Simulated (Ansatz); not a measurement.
Runs of Ansatz 0.2.0 on Hf2Pd2Se2Br2O3. The typed cell holds 11 atoms: a = 5.761 Å, b = 5.870 Å, c = 6.872 Å, α = 96.27°, β = 102.51°, γ = 95.11°. The cell was built by a generator and needn't be a form met in nature.

```tsv
task	level	U	k mesh	cutoff (eV)	hubbard projectors	double counting	mesh quality	gap on the mesh (eV)	pressure (GPa)	largest force (eV/Å)
projected density of states	PBE+U	Hf d U = 8 eV, Pd d U = 8 eV	5 × 5 × 4	420	ortho-atomic (the default)	fll (the default)	not flagged	0.57	4.8	0.67
projected density of states	PBE+U	Hf d U = 6 eV, Pd d U = 6 eV	5 × 5 × 4	420	ortho-atomic (the default)	fll (the default)	not flagged	0.58	3.5	0.47
projected density of states	PBE+U	Hf d U = 2 eV, Pd d U = 2 eV	5 × 5 × 4	420	ortho-atomic (the default)	fll (the default)	not flagged	0.45	1.1	0.14
projected density of states	PBE+U	Hf d U = 4 eV, Pd d U = 4 eV	5 × 5 × 4	420	ortho-atomic (the default)	fll (the default)	not flagged	0.57	(b)	(a)
single point	r2SCANh	-	2 × 2 × 2	500	-	-	coarse	1.07	(c)	0.40
```

Alike in all rows: potentials or basis Ansatz PAW; no spin polarisation; cell as given; smearing fermi-dirac 0.05 eV.

Problem. Fill in the values left out.

Solution. (a) 0.30; (b) 2.2; (c) -2.8.

Caveats: some runs use coarse meshes; spin-orbit coupling is left out, which moves the levels of the heavy elements; odd divisions of the mesh miss points on the zone boundary, where band edges often lie, so the gap on the mesh can be too wide (some runs); the PAW data sets come from PBE, with cores solved anew for the run's functional, which leaves a small shift of forces and pressure (some runs); the thresholds are loose for stress (some runs).

A k mesh can miss the band edges, and the runs leave out spin-orbit coupling on Br, Hf, Pd, Se.
